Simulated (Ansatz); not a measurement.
Here is an Ansatz 0.2.0 calculation.

File input.yaml:

```yaml
crystal:
  lattice:
    - [0.0, 2.31, 2.31]
    - [2.31, 0.0, 2.31]
    - [2.31, 2.31, 0.0]
  atoms:
    - { symbol: Hf, position: [0.5, 0.5, 0.5] }
    - { symbol: B, position: [0.0, 0.0, 0.0] }
hamiltonian:
  xc: pbe
  pseudopotentials: { kind: paw }
kpoints:
  mp_grid: { grid: [10, 10, 10] }
scf:
  occupations: { method: fermi_dirac, width: 0.05 }
output:
  forces: true
  stress: true
  eigenvalues: true
relax:
  f_tol: 0.01
  max_steps: 40
  cell: { stress_tol: 0.05 }
```

Potentials or basis: Ansatz PAW.

The run is started by

```bash
$ ansatz run input.yaml --threads 2 --pin off --max-ram 5632MiB --backend cpu --events-out ev --progress --plain --runs-dir out
```

Q: Estimate the band gap on the k mesh.

A: None (metal or under the smearing width).

Q: Predict the relaxed volume.

A: 14.13 Å³/atom.

Q: Predict the space group after relaxing (to 0.05 Å).

A: Fm-3m (No. 225).

Q: What does it give for the relaxed cell?

A: a = 3.419 Å, b = 3.419 Å, c = 3.419 Å, α = 60.00°, β = 60.00°, γ = 60.00°.

Final structure:
```
Hf B
1.0
     0.00000    2.41739    2.41739
     2.41739    0.00000    2.41739
     2.41739    2.41739    0.00000
Hf B
1 1
Direct
  0.50000 0.50000 0.50000
  0.00000 0.00000 0.00000
```

 PBE usually gives volumes a little too large and moduli too small.
